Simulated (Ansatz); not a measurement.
# CH5InNO radical: basis-set convergence

An exercise on one series of results from a longer session: the logs are not shown, and one member is left open.

Method: one geometry, several basis sets; program: Ansatz 0.2.0, Gaussian basis.

Levels to be run: PBE0-D4/def2-SVP; ωB97M-V/def2-SVP; PBE0-D4/def2-QZVPP; ωB97M-V/def2-QZVPP; the functionals' def2-TZVPP values are taken from earlier runs.

### The geometry

The geometry comes from an earlier relaxation with PBE0-D4 in a triple-zeta def2 set; it is a stationary point, not always the lowest conformer. In takes the def2 core potential; no spin-orbit term is included.

SMILES `C[O][In][NH2]`, 9 atoms, charge 0, spin multiplicity 2.

Atoms are counted from 1 here; the program's logs count them from 0.

Bond lengths: C1–O2 1.395 Å, C1–H5 1.099 Å, C1–H6 1.097 Å, C1–H7 1.099 Å, O2–In3 2.012 Å, In3–N4 2.070 Å, N4–H8 1.014 Å, N4–H9 1.016 Å. Angles: O2–C1–H5 113.1°, O2–C1–H6 108.6°, O2–C1–H7 112.8°, H5–C1–H6 107.2°, H5–C1–H7 107.7°, H6–C1–H7 107.2°, C1–O2–In3 128.0°, O2–In3–N4 109.3°, In3–N4–H8 113.5°, In3–N4–H9 111.0°, H8–N4–H9 107.4°.

The first run:

Input file in.yaml:

```yaml
crystal:
  periodic: [false, false, false]
  atoms:
    - {symbol: C, position_ang: [-0.925420, 1.365782, 1.115787]}
    - {symbol: O, position_ang: [-0.027966, 0.460888, 0.548042]}
    - {symbol: In, position_ang: [-0.210704, -0.540338, -1.187460]}
    - {symbol: N, position_ang: [1.495835, -1.666058, -1.512081]}
    - {symbol: H, position_ang: [-1.927627, 0.941264, 1.268224]}
    - {symbol: H, position_ang: [-0.545422, 1.662739, 2.101170]}
    - {symbol: H, position_ang: [-1.038632, 2.282559, 0.520875]}
    - {symbol: H, position_ang: [1.371525, -2.398102, -2.202262]}
    - {symbol: H, position_ang: [1.808421, -2.108734, -0.652285]}
basis:
  gaussian: {orbitals: def2-SVP}
magnetization: {spin_polarized: true, initial_magnetization: 1}
hamiltonian: {xc: pbe0, dispersion: d4}
output: {orbitals: {seedname: orbitals}}
```

On the command line:

```bash
ansatz run in.yaml --threads 4 --pin off --events-out ev --progress --plain --max-ram 10444MiB
```

Steps of the session up to this table: PBE0-D4 in def2-SVP; ωB97M-V in def2-SVP; PBE0-D4 in def2-QZVPP; ωB97M-V in def2-QZVPP.

One of the session's tables, all rows but one given; the rest of the session is left out.

It belongs to the step «Functionals by basis». 

| functional | basis | HOMO (eV) | LUMO (eV) |
| --- | --- | --- | --- |
| PBE0-D4 | def2-SVP | -5.86 | -3.10 |
| PBE0-D4 | def2-TZVPP | -5.98 | -3.22 |
| PBE0-D4 | def2-QZVPP | -6.03 | -3.28 |
| ωB97M-V | def2-SVP | ? | ? |
| ωB97M-V | def2-TZVPP | -8.07 | -1.63 |
| ωB97M-V | def2-QZVPP | -8.12 | -1.73 |

Estimate the missing values for ωB97M-V, def2-SVP.

**Answer.** HOMO (eV): -7.93; LUMO (eV): -1.47. In the column «HOMO (eV)» it lies between ωB97M-V, def2-TZVPP (-8.07) and PBE0-D4, def2-QZVPP (-6.03).
